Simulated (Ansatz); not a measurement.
**ClH₇MgN₂ (built from SMILES N.N.[MgH][Cl]): a reaction path by the nudged elastic band**

What path joins these two structures, and how high does it climb? Both ends were relaxed at PBE0-D4 in triple zeta.

Method: PBE0-D4/def2-SVP; program: Ansatz 0.2.0, Gaussian basis.

29 further runs of the same task are left out: 1 that didn't finish, 28 set aside as unsound or not needed.

## Step 1: Starting geometry

The first end: 11 atoms, charge 0, spin multiplicity 1.

Atoms are counted from 1 here; the program's logs count them from 0.

Bond lengths: Mg1–H2 1.730 Å, Mg1–Cl3 2.230 Å, Mg1–N5 2.142 Å, H4–N5 1.034 Å, N5–H8 1.015 Å, N5–H9 1.015 Å, H6–N7 1.020 Å, N7–H10 1.013 Å, N7–H11 1.013 Å. Angles: H2–Mg1–Cl3 144.6°, H2–Mg1–N5 109.0°, Cl3–Mg1–N5 106.4°, Mg1–N5–H4 106.9°, Mg1–N5–H8 113.1°, Mg1–N5–H9 113.1°, H4–N5–H8 108.8°, H4–N5–H9 108.8°, H8–N5–H9 106.0°, H6–N7–H10 107.4°, H6–N7–H11 107.4°, H10–N7–H11 106.9°.

As a file:

```tsv
atom	x (Å)	y (Å)	z (Å)
Mg1	-0.7360	-1.6644	-0.4979
H2	-0.3838	-0.7961	-1.9522
Cl3	-1.5575	-3.5653	0.3291
H4	0.2021	0.4219	0.8108
N5	-0.1739	-0.4654	1.1851
H6	0.4339	1.0606	-1.3507
N7	0.7236	1.6955	-0.6065
H8	-0.9519	-0.2569	1.8022
H9	0.5347	-0.9015	1.7658
H10	0.2074	2.5588	-0.7277
H11	1.7015	1.9128	-0.7582
```

The second end:

```xyz
11

Mg   -0.6823   -0.4304    0.1747
H     0.6973   -1.4799   -1.5790
Cl   -2.3883   -0.8510   -1.2140
H    -0.1985    2.2561    0.1178
N     0.3079   -0.8578    1.7399
H     1.1144   -1.5122   -0.9519
N    -0.0986    1.5159   -0.5686
H     0.1877   -1.6779    2.3165
H     0.9506   -0.2523    2.2294
H    -0.7369    1.7155   -1.3334
H     0.8467    1.5738   -0.9314
```

## Step 2: The band at PBE0-D4/def2-SVP

Contents of neb/in.yaml:

```yaml
crystal:
  periodic: [false, false, false]
  atoms:
    - {symbol: Mg, position_ang: [-0.736042, -1.664430, -0.497882]}
    - {symbol: H, position_ang: [-0.383834, -0.796079, -1.952157]}
    - {symbol: Cl, position_ang: [-1.557537, -3.565315, 0.329067]}
    - {symbol: H, position_ang: [0.202146, 0.421950, 0.810764]}
    - {symbol: N, position_ang: [-0.173884, -0.465394, 1.185143]}
    - {symbol: H, position_ang: [0.433892, 1.060562, -1.350653]}
    - {symbol: N, position_ang: [0.723621, 1.695470, -0.606488]}
    - {symbol: H, position_ang: [-0.951868, -0.256933, 1.802194]}
    - {symbol: H, position_ang: [0.534661, -0.901526, 1.765834]}
    - {symbol: H, position_ang: [0.207352, 2.558763, -0.727653]}
    - {symbol: H, position_ang: [1.701494, 1.912832, -0.758169]}
basis:
  gaussian: {orbitals: def2-SVP}
hamiltonian: {xc: pbe0, dispersion: d4}
neb:
  images: 5
  climbing: true
  max_iterations: 40
  initial_path: idpp
  final_atoms:
    - {symbol: Mg, position_ang: [-0.682308, -0.430450, 0.174672]}
    - {symbol: H, position_ang: [0.697336, -1.479901, -1.578974]}
    - {symbol: Cl, position_ang: [-2.388289, -0.851007, -1.214032]}
    - {symbol: H, position_ang: [-0.198487, 2.256135, 0.117761]}
    - {symbol: N, position_ang: [0.307884, -0.857799, 1.739942]}
    - {symbol: H, position_ang: [1.114399, -1.512189, -0.951855]}
    - {symbol: N, position_ang: [-0.098606, 1.515936, -0.568615]}
    - {symbol: H, position_ang: [0.187699, -1.677858, 2.316511]}
    - {symbol: H, position_ang: [0.950584, -0.252306, 2.229436]}
    - {symbol: H, position_ang: [-0.736891, 1.715532, -1.333427]}
    - {symbol: H, position_ang: [0.846678, 1.573807, -0.931419]}
```

Command:

```
ansatz run in.yaml --threads 4 --pin off --events-out ev --progress --plain --max-ram 9574MiB
```

Q: Predict the outcome of this session. Wanted: from earlier runs: barrier over the separately found saddle, CCSD(T)/def2-TZVPP.

**Answer**, as computed:

| quantity | value |
| --- | --- |
| PBE0-D4/def2-SVP, 24 iterations | highest 1.078 eV (image 2), last end +0.138 eV |
| from earlier runs: barrier over the separately found saddle, CCSD(T)/def2-TZVPP | 1.245 eV |

What this shows: The highest image lies 1.078 eV above the first end, and it climbed, so it estimates the saddle. The ends are not quite minima at this level (largest force component 0.41 eV/Å), so the heights are unreliable: relaxing the first end would lower it and raise the barrier above it. The highest image is 0.166 eV below the CCSD(T) barrier in triple zeta, which comes from separate runs on the saddle.
